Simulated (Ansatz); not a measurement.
Turn this script for Ansatz's Python interface into the input file that the command-line program reads.

`energy.py`
```python
import warnings

import ansatz as az

params = {
    "basis_set": "cc-pVTZ",
}


def main() -> None:
    warnings.simplefilter("ignore", az.DeckWarning)

    geometry_ang = [
        ("N", [-1.4416, 1.8797, 0.0076]),
        ("Si", [-0.7311, 0.3059, 0.0801]),
        ("S", [1.3431, 0.4901, -0.3294]),
        ("Al", [1.7828, -1.7302, -0.0744]),
        ("H", [-0.9878, 2.5234, 0.6662]),
        ("H", [-1.2795, 2.3234, -0.9541]),
        ("H", [-0.9048, -0.2515, 1.4285]),
        ("H", [-1.3078, -0.556, -0.9269]),
        ("H", [1.567, -2.6942, -1.2883]),
        ("H", [2.0429, -2.342, 1.3937]),
    ]
    mol = az.Crystal.molecule()
    for symbol, xyz in geometry_ang:
        mol = mol.atom(symbol, xyz)

    setup = mol.calculation()
    setup = setup.basis(gaussian=params["basis_set"])
    setup = setup.functional(az.LibraryFunctional("wB97"))
    out = setup.run()
    summary = out.report

    print("reference energy %16.6f eV" % summary["reference_energy_ev"])
    print("total energy     %16.6f eV" % summary["free_energy_ev"])
    print("occupied (up, down):", summary["n_occupied"], " virtual:", summary["n_virtual"], " frozen:", summary["n_frozen"])


if __name__ == "__main__":
    main()
```

```console
$ python energy.py
reference energy    -26900.256985 eV
total energy        -26900.256985 eV
occupied (up, down): [28, 28]  virtual: [188, 188]  frozen: 0
```

`input.yaml`:
```yaml
crystal:
  periodic: [false, false, false]
  atoms:
    - { symbol: "N", position_ang: [-1.4416, 1.8797, 0.0076] }
    - { symbol: Si, position_ang: [-0.7311, 0.3059, 0.0801] }
    - { symbol: S, position_ang: [1.3431, 0.4901, -0.3294] }
    - { symbol: Al, position_ang: [1.7828, -1.7302, -0.0744] }
    - { symbol: H, position_ang: [-0.9878, 2.5234, 0.6662] }
    - { symbol: H, position_ang: [-1.2795, 2.3234, -0.9541] }
    - { symbol: H, position_ang: [-0.9048, -0.2515, 1.4285] }
    - { symbol: H, position_ang: [-1.3078, -0.556, -0.9269] }
    - { symbol: H, position_ang: [1.567, -2.6942, -1.2883] }
    - { symbol: H, position_ang: [2.0429, -2.342, 1.3937] }
basis:
  gaussian:
    orbitals: cc-pVTZ
hamiltonian:
  xc:
    name: wB97
```

Total energies depend on the basis set; only differences at equal settings carry meaning. The geometry is a force-field or estimated start, not a minimum of this method, and the basis set is short of its limit. It ran for 9.3 s on 1 thread of AMD EPYC 9R45 96-Core Processor (Zen 5), with other jobs on the host, peak memory 0.5 GiB.

(Lines on the test bed's own set-up are left out of the output.)
